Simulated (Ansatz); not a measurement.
# SiAsH₂+ (quintet): from Hartree-Fock to the top rungs, cc-pVTZ

How much of the correlation energy of SiAsH₂+ (quintet) does each wave-function method recover here?

The runs use Ansatz 0.2.0, Gaussian basis; cc-pVTZ, core rule «outside noble gas», up to 19 orbitals frozen.

To be run: UHF; CCSD(T) on ROHF; CCSD(T) on UHF; BCCD(T) on ROHF; CCSDT(Q) on ROHF; CCSDT(Q) on UHF; CASSCF and MRCISD+Q, 10 electrons in 10 orbitals; CASSCF and NEVPT2, 10 electrons in 10 orbitals.

5 further runs of the same task are left out: 5 set aside as unsound or not needed.

## (1) The system

The geometry is a PBE0/def2-TZVP stationary point (not a proven minimum) of the parent state, kept for this charge and spin. No spin-orbit coupling is included. The filled d shell of As may be among the frozen orbitals whatever the setting's name suggests; the logs give the count.

4 atoms, charge 1, spin multiplicity 5.

Atoms are counted from 1 here; the program's logs count them from 0.

Bond lengths: Si1–As2 2.429 Å, Si1–H3 1.497 Å, As2–H4 1.525 Å. Angles: As2–Si1–H3 114.9°, Si1–As2–H4 92.5°.

## (2) UHF

Input file in.yaml:

```yaml
crystal:
  periodic: [false, false, false]
  atoms:
    - {symbol: Si, position_ang: [0.000000, -0.125451, 1.746470]}
    - {symbol: As, position_ang: [0.000000, 0.050822, -0.676507]}
    - {symbol: H, position_ang: [0.000000, 1.182184, 2.474574]}
    - {symbol: H, position_ang: [0.000000, -1.464222, -0.852954]}
basis:
  gaussian: {orbitals: cc-pVTZ}
total_charge: 1
magnetization: {spin_polarized: true, initial_magnetization: 4}
hamiltonian: {xc: hf}
output: {orbitals: {seedname: orbitals}}
```

Command:

```bash
$ ansatz run in.yaml --threads 1 --pin off --events-out ev --progress --plain --max-ram 4096MiB --backend cpu
```

The runs that follow: CCSD(T) on ROHF; CCSD(T) on UHF; BCCD(T) on ROHF; CCSDT(Q) on ROHF; CCSDT(Q) on UHF; CASSCF and MRCISD+Q, 10 electrons in 10 orbitals; CASSCF and NEVPT2, 10 electrons in 10 orbitals.

Q: Predict the results of all the runs planned. Wanted: UCCSDT(Q) below the RHF energy; RMP2 from UCCSDT(Q); UMP2 from UCCSDT(Q); RCCSD from UCCSDT(Q); RCCSD(T) from UCCSDT(Q); UCCSD(T) from UCCSDT(Q); RCCSDT(Q) from UCCSDT(Q); NEVPT2 valence from UCCSDT(Q); MRCISD+Q valence from UCCSDT(Q).

The runs gave:

| quantity | value |
| --- | --- |
| UCCSDT(Q) below the RHF energy | -5.7129 eV |
| RMP2 from UCCSDT(Q) | +1246.8 meV |
| UMP2 from UCCSDT(Q) | +1234.6 meV |
| RCCSD from UCCSDT(Q) | +280.0 meV |
| RCCSD(T) from UCCSDT(Q) | +66.8 meV |
| UCCSD(T) from UCCSDT(Q) | +54.4 meV |
| RCCSDT(Q) from UCCSDT(Q) | +12.9 meV |
| NEVPT2 valence from UCCSDT(Q) | +1154.8 meV |
| MRCISD+Q valence from UCCSDT(Q) | +108.9 meV |
| levels within 1 kcal/mol (43 meV) | RCCSDT, UCCSDT, RCCSDT(Q) |
| T1 diagnostic | 0.039 |
| effectively unpaired electrons | 4.02 |

RCCSD(T) lands +66.8 meV from the yardstick (1.2 % of the correlation energy). One determinant dominates. Of the multireference levels listed MRCISD+Q valence comes nearest in total energy (+108.9 meV), which doesn't show that its space is the better one. These misses are within one basis, not against nature; the frozen cores of restricted and unrestricted runs differ, which can shift their rows.
